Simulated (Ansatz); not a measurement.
**H₉InO₃Si₃: a ladder of functionals and wavefunction methods**

How much do the methods differ for H₉InO₃Si₃? The plan is to run it at one geometry with functionals of several rungs and with coupled cluster, and see how far each lands from CCSD(T) at the basis-set limit for the atomisation energy.

Computed with Ansatz 0.2.0, Gaussian basis. Level: functionals in def2-TZVPP, the program's frozen cores in correlated methods.

Plan: LDA (SPW92), PBE-D4, revPBE-D4, BLYP-D4, r2SCAN-D4, B97M-V, PBE0-D4, B3LYP-D4, r2SCANh-D4, r2SCAN0-D4, HSE06-D4, BHLYP-D4, CAM-B3LYP-D4, LC-ωPBE, ωB97X-V, ωB97M-V, B2PLYP, PBE-QIDH; CCSD(T)/def2-SVP; CCSD(T)/def2-TZVPP; MP2/def2-QZVPP; extrapolation to the limit; RPA on PBE.

## (1) Structure used throughout

An earlier PBE0-D4 in a triple-zeta def2 set relaxation fixed the geometry. In takes the def2 core potential; no spin-orbit term is included.

SMILES `[SiH3][O][In]([O][SiH3])[O][SiH3]`, 16 atoms, charge 0, spin multiplicity 1.

Atoms are counted from 1 here; the program's logs count them from 0.

Bond lengths: Si1–O2 1.636 Å, Si1–H8 1.485 Å, Si1–H9 1.492 Å, Si1–H10 1.488 Å, O2–In3 1.953 Å, In3–O4 1.947 Å, In3–O6 1.961 Å, O4–Si5 1.637 Å, Si5–H11 1.490 Å, Si5–H12 1.490 Å, Si5–H13 1.485 Å, O6–Si7 1.635 Å, Si7–H14 1.486 Å, Si7–H15 1.489 Å, Si7–H16 1.492 Å. Angles: O2–Si1–H8 108.7°, O2–Si1–H9 111.0°, O2–Si1–H10 110.9°, H8–Si1–H9 109.0°, H8–Si1–H10 109.2°, H9–Si1–H10 108.1°, Si1–O2–In3 134.9°, O2–In3–O4 119.9°, O2–In3–O6 120.9°, O4–In3–O6 119.2°, In3–O4–Si5 135.1°, O4–Si5–H11 111.1°, O4–Si5–H12 111.1°, O4–Si5–H13 108.1°, H11–Si5–H12 108.1°, H11–Si5–H13 109.1°, H12–Si5–H13 109.1°, In3–O6–Si7 135.6° and more.

## (2) LDA

This LDA is Slater exchange with PW92 correlation.

in.yaml reads:

```yaml
crystal:
  periodic: [false, false, false]
  atoms:
    - {symbol: Si, position_ang: [0.854612, -3.024848, -0.338850]}
    - {symbol: O, position_ang: [0.411459, -1.689632, -1.174800]}
    - {symbol: In, position_ang: [-0.047411, 0.147353, -0.694994]}
    - {symbol: O, position_ang: [-0.400066, 1.455757, -2.093187]}
    - {symbol: Si, position_ang: [-0.807994, 3.041364, -2.120533]}
    - {symbol: O, position_ang: [-0.159616, 0.699216, 1.183597]}
    - {symbol: Si, position_ang: [-0.035175, -0.051090, 2.631380]}
    - {symbol: H, position_ang: [1.638787, -3.909807, -1.238017]}
    - {symbol: H, position_ang: [1.694574, -2.663861, 0.839898]}
    - {symbol: H, position_ang: [-0.340053, -3.762955, 0.154358]}
    - {symbol: H, position_ang: [-2.104918, 3.274457, -1.425966]}
    - {symbol: H, position_ang: [0.230619, 3.875084, -1.453521]}
    - {symbol: H, position_ang: [-0.932778, 3.461914, -3.539382]}
    - {symbol: H, position_ang: [-0.800335, 0.725630, 3.640782]}
    - {symbol: H, position_ang: [1.386806, -0.143385, 3.062104]}
    - {symbol: H, position_ang: [-0.588510, -1.435188, 2.567122]}
basis:
  gaussian: {orbitals: def2-TZVPP}
hamiltonian: {xc: lda}
output: {orbitals: {seedname: orbitals}}
```

Launch:

```sh
ansatz run in.yaml --threads 2 --pin off --events-out ev --progress --plain --max-ram 32768MiB --backend cuda --devices 0, --max-vram 18GiB
```

After this run come: PBE-D4 (GGA); revPBE-D4 (GGA); BLYP-D4 (GGA); r2SCAN-D4 (meta-GGA); B97M-V (meta-GGA); B3LYP-D4 (hybrid); r2SCANh-D4 (hybrid); r2SCAN0-D4 (hybrid); HSE06-D4 (hybrid); BHLYP-D4 (hybrid); CAM-B3LYP-D4 (range-separated); LC-ωPBE (range-separated); ωB97X-V (range-separated); ωB97M-V (range-separated); B2PLYP (double hybrid); PBE-QIDH (double hybrid); CCSD(T) in def2-SVP; CCSD(T) in def2-TZVPP; MP2 in def2-QZVPP; RPA on PBE orbitals.

Before running them: what should the planned runs give, taken together? Wanted: atomisation energy, CCSD(T)/CBS; farthest beyond LDA; mean size of error, GGA; mean size of error, meta-GGA; mean size of error, hybrid; mean size of error, range-separated; mean size of error, double hybrid; gap, smallest and largest; T1 diagnostic.

As calculated:

| quantity | value |
| --- | --- |
| atomisation energy, CCSD(T)/CBS | 5283.2 kJ/mol |
| functionals within 52.8 kJ/mol (1.0 %) | B97M-V, CAM-B3LYP-D4, ωB97X-V, ωB97M-V |
| farthest beyond LDA | revPBE-D4 (-226.1 kJ/mol) |
| mean size of error, GGA | 150.5 kJ/mol |
| mean size of error, meta-GGA | 55.8 kJ/mol |
| mean size of error, hybrid | 150.6 kJ/mol |
| mean size of error, range-separated | 52.6 kJ/mol |
| mean size of error, double hybrid | 137.5 kJ/mol |
| gap, smallest and largest | 3.49 eV (LDA (SPW92)), 11.10 eV (LC-ωPBE) |
| T1 diagnostic | 0.0153 |
| triples share of the correlation energy | 3.4 % |

In words: The LDA atomisation energy is off by 570.7 kJ/mol (11 %): it overbinds. PBE-D4 is off by -105.6 kJ/mol. Double hybrids carry the basis error of their MP2 part in triple zeta, and no dispersion term here, so their miss is partly the set-up's. By mean error the best rung here is range-separated (52.6 kJ/mol) and the worst beyond LDA is hybrid (150.6 kJ/mol). The gap between the best rungs is small, so their order is not settled. The mean of the hybrids holds BHLYP, with half exact exchange. The reference freezes the cores and leaves out spin-orbit coupling and excitations past (T), and its outer-core shells are covered unevenly, so misses under about 52.8 kJ/mol can't be ranked. All levels share the lack of spin-orbit coupling, which lowers the free heavy atoms and so the true binding. Hartree-Fock recovers 72 % of the binding; the rest is correlation. CCSD(T) in def2-SVP is off by -449.9 kJ/mol, so the small basis spoils what the method gains. The gap grows from 3.5 to 11.1 eV across the functionals, mostly with the share of exact exchange. Correlated methods include outer-core shells of In, which these sets cover unevenly.
